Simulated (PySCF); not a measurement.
# Cl3Sm2 (Sm2(Cl)1(Cl)21+): the cost of one run

Program: PySCF 2.14.0. Level of theory: BP86, Sm lcecp-0-SVP with ECP52, Cl def2-SVP; scalar-relativistic core potentials, no spin–orbit coupling. These are calculated values, not measurements.

3 further runs of the same task are left out: 1 for a known fault of the program, 2 that didn't finish.

### Step 1. The starting structure

5 atoms, charge 1, spin multiplicity 1.

Bond lengths: Sm1–Cl3 2.880 Å, Sm1–Cl4 2.578 Å, Sm2–Cl3 2.880 Å, Sm2–Cl5 2.578 Å. Angles: Cl3–Sm1–Cl4 180.0°, Cl3–Sm2–Cl5 180.0°, Sm1–Cl3–Sm2 180.0°.

Geometry (Å):

```tsv
atom	x (Å)	y (Å)	z (Å)
Sm1	0.0000	0.0000	2.8800
Sm2	0.0000	0.0000	-2.8800
Cl3	0.0000	0.0000	0.0000
Cl4	0.0000	0.0000	5.4581
Cl5	0.0000	0.0000	-5.4581
```

Formal oxidation states: Sm +2. Each metal's 6 4f electrons lie in its core potential, so multiplicities, spins and levels count the valence alone. An earlier session relaxed this geometry at BP86, Sm lcecp-0-SVP with ECP52, Cl def2-SVP (singlet, point group D∞h).

Its energy there is -1438.189678 Eh.

### Step 2. Atoms moved at random, σ = 0.1 Å

Input file run.py (the lines that set the calculation):

```python
mol = gto.M(atom='''
Sm     0.04050    -0.02097     2.89610
Sm    -0.03336     0.07204    -2.90176
Cl    -0.00508     0.06342     0.03619
Cl    -0.08920    -0.10896     5.33294
Cl     0.08714    -0.00553    -5.36347''',
    basis={'Sm': 'lcecp-0-SVP', 'Cl': 'def2-SVP'},
    ecp={'Sm': 'lcecp-0-SVP'},
    charge=1, spin=0)
mf = dft.RKS(mol, xc='B88,P86')
mf.grids.atom_grid = (50, 194)  # f atoms: unpruned, at least (60, 302)
mf = mf.density_fit()  # fitting sets: Sm AutoAux, Cl def2-universal-JKFIT
mf.conv_tol = 1e-08; mf.max_cycle = 55
mf.kernel(dm0)  # dm0: the density of the relaxed state
```

The run is started by

```sh
$ OMP_NUM_THREADS=2 python run.py
```

**Question.** How long does this run take on 2 threads of Arm Neoverse N1, shared host?

About 11 s.
